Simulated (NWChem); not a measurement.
**InHF2 (SMILES [F][InH][F]) at S12g/6-31G(d)/LANL2DZ (core potential, Cartesian functions, ncydp 5)**

Aim: magnetic shielding of InHF2. 

Program for the calculation: NWChem 7.3.0.

2 further runs of the same task are left out: 1 that didn't finish, 1 set aside as unsound or not needed.

## Step 1: Starting point

The species is InHF2 (4 atoms), meant as a singlet with charge 0. SMILES: `[F][InH][F]`. The shape is that of a PBE0-D4/def2-TZVP optimisation.

Bond lengths: F1–In2 1.935 Å, In2–F3 1.935 Å, In2–H4 1.681 Å. Angles: F1–In2–F3 106.8°, F1–In2–H4 126.6°, F3–In2–H4 126.6°.

## Step 2: NMR shieldings at S12g/6-31G(d)/LANL2DZ (core potential, Cartesian functions, ncydp 5)

Input file test.nw:

```
start test
title "F2HIn S12g"
memory stack 880 mb heap 220 mb global 1100 mb
charge 0

geometry units angstrom noautosym nocenter noautoz
 F       -1.694300      -0.668800       0.241700
 In       0.043800       0.113800      -0.088400
 F        1.340800      -1.004700       0.811200
 H        0.365400       1.499400      -0.984800
end

basis cartesian
 * library 6-31G* except In
 In library "lanl2dz ecp"
end

ecp
 In library "lanl2dz ecp"
end

dft
 xc s12g
 grid medium
 convergence damp 70 ncydp 5
 direct
 maxiter 60
 mulliken
 print medium
end

property
 shielding
end

task dft property
```

The run is started by

```
nwchem test.nw > test.out
```

Standard output:

```text
[...]
          Wavefunction type:  closed shell.
          No. of atoms     :     4
          No. of electrons :    22
[...]
          Charge           :     0
          Spin multiplicity:     1
[...]
          AO basis - number of functions:    40
[...]
              XC Information
              --------------
                         S12g Method XC Functional
                        Slater Exchange Functional  1.038 local
                S12g(GGA-part) Exchange Functional  1.000 non-local
            Perdew 1991 LDA Correlation Functional  1.000 local
           PerdewBurkeErnz. Correlation Functional  1.000 non-local
[...]
 d= 0,ls=0.0,diis     6   -202.1368093590 -1.71D-02  3.54D-03  7.26D-03     1.5
[...]
 d= 0,ls=0.0,diis    10   -202.1757738194 -8.07D-08  8.19D-06  2.95D-07     2.4
         Total DFT energy =     -202.175773819415
      One electron energy =     -348.349973311851
           Coulomb energy =      135.690688686450
    Exchange-Corr. energy =      -21.977319309068
 Nuclear repulsion energy =       32.461221111916
    Dispersion correction =       -0.000390996862
[...]
      Total Density - Mulliken Population Analysis
     ---------------------------------------------
    Atom       Charge   Shell Charges
 -----------   ------   -------------------------------------------------------
    1 F    9     9.50   1.99  0.95  3.26  0.97  2.26  0.06
    2 In   3     1.91   0.24  0.69  0.82  0.17
    3 F    9     9.50   1.99  0.95  3.26  0.97  2.26  0.06
    4 H    1     1.10   0.47  0.63
[...]
           isotropic =     283.9192
[...]
           isotropic =       6.4117
[...]
           isotropic =     284.5097
[...]
           isotropic =      25.9400
[...]
```

Wall time 5.1 s (1 thread of AMD EPYC 7B13 (Zen 3), shared host); peak memory 0.12 GiB.

## Step 3: What came out

At S12g/6-31G*/LANL2DZ (core potential, Cartesian functions, ncydp 5):

| quantity | value |
| --- | --- |
| total energy | -202.17577 Eh |
| dipole moment | 2.95 D |
| HOMO energy | -7.61 eV |
| LUMO energy | -2.19 eV |
| HOMO–LUMO gap | 5.42 eV |
| dispersion energy | -1.03 kJ/mol |
| isotropic shielding of F1 | 283.9 ppm |
| isotropic shielding of H4 | 25.9 ppm |

Mulliken charges run from -0.50 on F1 to +1.09 on In2; they depend strongly on the basis.
